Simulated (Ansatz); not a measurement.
# C3H6FNSi: the cost of one run

Method: RKS BLYP/STO-3G, in Ansatz 0.2.0.

### 1 The starting structure

Bond lengths: F1–C2 1.385 Å, C2–N3 1.284 Å, N3–C4 1.461 Å, C4–C5 1.574 Å, C2–Si6 1.876 Å, C5–Si6 1.880 Å, C4–H7 1.112 Å, C4–H8 1.073 Å, C5–H9 1.151 Å, C5–H10 1.075 Å, Si6–H11 1.492 Å, Si6–H12 1.501 Å. Angles (14 of 22 angles, heavy atoms first): F1–C2–N3 119.6°, F1–C2–Si6 125.2°, N3–C2–Si6 115.2°, C2–N3–C4 116.1°, N3–C4–C5 109.1°, C4–C5–Si6 105.3°, C2–Si6–C5 87.7°, N3–C4–H7 106.4°, N3–C4–H8 114.8°, C5–C4–H7 106.4°, C5–C4–H8 110.8°, C4–C5–H9 108.7°, C4–C5–H10 114.9°, Si6–C5–H9 106.9°.

As a file:

```xyz
12

F     0.7094   -2.5292    1.2482
C     0.4392   -1.3648    0.5493
N     1.2987   -0.9153   -0.2925
C     0.9374    0.3204   -0.9830
C    -0.1947    1.0529   -0.1710
Si   -1.0951   -0.3073    0.7641
H     0.4838    0.0175   -1.9518
H     1.7571    0.9843   -1.1771
H     0.2978    1.7311    0.6176
H    -0.8509    1.6660   -0.7612
H    -2.2886   -0.7984    0.0154
H    -1.4170    0.0877    2.1760
```

### 2 Preparing the start

Input file input.yaml:

```yaml
crystal:
  periodic: [false, false, false]
  atoms:
    - { symbol: F, position_ang: [0.7094, -2.5292, 1.2482] }
    - { symbol: C, position_ang: [0.4392, -1.3648, 0.5493] }
    - { symbol: "N", position_ang: [1.2987, -0.9153, -0.2925] }
    - { symbol: C, position_ang: [0.9374, 0.3204, -0.983] }
    - { symbol: C, position_ang: [-0.1947, 1.0529, -0.171] }
    - { symbol: Si, position_ang: [-1.0951, -0.3073, 0.7641] }
    - { symbol: H, position_ang: [0.4838, 0.0175, -1.9518] }
    - { symbol: H, position_ang: [1.7571, 0.9843, -1.1771] }
    - { symbol: H, position_ang: [0.2978, 1.7311, 0.6176] }
    - { symbol: H, position_ang: [-0.8509, 1.666, -0.7612] }
    - { symbol: H, position_ang: [-2.2886, -0.7984, 0.0154] }
    - { symbol: H, position_ang: [-1.417, 0.0877, 2.176] }
basis:
  gaussian: { orbitals: STO-3G }
hamiltonian:
  xc: blyp
relax:
  f_tol: 0.02
  max_steps: 40
output:
  orbitals: {}
```

The run is started by

```sh
> ansatz run input.yaml --threads 1 --pin off --max-ram 2048MiB --backend cpu --events-out ev --progress --plain --runs-dir out
```

What time and memory should one allow on 1 thread of Arm Neoverse V1, shared host?

About 43 s, with a peak of 0.15 GiB.
